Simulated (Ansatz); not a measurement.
**BaCo3 (AuCu3 type): equation of state**

One table from this session's results is given with a row withheld; the runs are named, their logs left out.

Computed with Ansatz 0.2.0 (DFT PBEsol, scalar-relativistic, plane waves, PAW, unless a step's input says otherwise).

### Starting point

Symmetry: Pm-3m, No. 221, cubic system. The conventional cell has a = 3.921 Å, b = 3.921 Å, c = 3.921 Å, α = 90.00°, β = 90.00°, γ = 90.00°. Ba (site symmetry m-3m) has 12 Co at 2.77 Å as nearest neighbours. Around Co (site symmetry 4/mmm) lie 4 Ba at 2.77 Å and 8 Co at 2.77 Å.

Structure file:

```cif
data_structure
_symmetry_space_group_name_H-M 'Pm-3m'
_symmetry_Int_Tables_number 221
_cell_length_a 3.9209
_cell_length_b 3.9209
_cell_length_c 3.9209
_cell_angle_alpha 90.000
_cell_angle_beta 90.000
_cell_angle_gamma 90.000
_cell_volume 60.28
loop_
_atom_site_label
_atom_site_type_symbol
_atom_site_symmetry_multiplicity
_atom_site_Wyckoff_symbol
_atom_site_fract_x
_atom_site_fract_y
_atom_site_fract_z
_atom_site_occupancy
Ba1 Ba 1 a 0.00000 0.00000 0.00000 1
Co1 Co 3 c 0.00000 0.50000 0.50000 1
```

An earlier run at PBEsol left this cell at 15.069 Å³/atom and 0.01 GPa (8×8×8 mesh).

Volume factors to run: 0.980, 1.020, 0.960, 1.040.

Set-up of the first run:

Input file input.yaml:

```yaml
crystal:
  lattice:
    - [3.8945727572, 0.0, 0.0]
    - [0.0, 3.8945727572, 0.0]
    - [0.0, 0.0, 3.8945727572]
  atoms:
    - { symbol: Ba, position: [0.0, 0.0, 0.0] }
    - { symbol: Co, position: [0.0, 0.5, 0.5], spin: 1.5 }
    - { symbol: Co, position: [0.5, 0.5, 0.0], spin: 1.5 }
    - { symbol: Co, position: [0.5, 0.0, 0.5], spin: 1.5 }
basis:
  ecutwfc: 420
  ecutrho_ratio: 4
kpoints:
  mp_grid: { grid: [8, 8, 8] }
hamiltonian:
  xc: pbesol
scf:
  occupations: { method: gaussian, width: 0.05 }
output:
  forces: true
  stress: true
  eigenvalues: true
  populations: true
magnetization:
  spin_polarized: true
```

Among the steps run: Scaling the volume by 0.980; Scaling the volume by 1.020; Volume × 0.960; Volume × 1.040.

One table of the session follows, with a row left open; its other results are not shown here.

It belongs to the step «The fit». 

```
volume (Å³/atom)  energy (meV/atom)  pressure (GPa)  moment of atom 2 (μB)
          14.467               6.96            3.90                   1.34
          14.768                  ?               ?                      ?
          15.069               0.00            0.01                   1.36
          15.371               1.47           -1.58                   1.37
          15.672               5.85           -3.04                   1.38
```

**Question.** Estimate the row for volume (Å³/atom) = 14.768.

Worked estimate for «energy (meV/atom)». A straight line through the neighbours (14.467, 6.96) and (15.069, 0.00) gives 6.96 + (0.00 − 6.96) × (14.768 − 14.467) / (15.069 − 14.467) = 3.48; a parabola fitted to 3 rows on both sides gives 1.83.

**Answer.** energy (meV/atom): 1.64; pressure (GPa): 1.81; moment of atom 2 (μB): 1.35. In «energy (meV/atom)» the line misses by +1.84 and the parabola by +0.19.
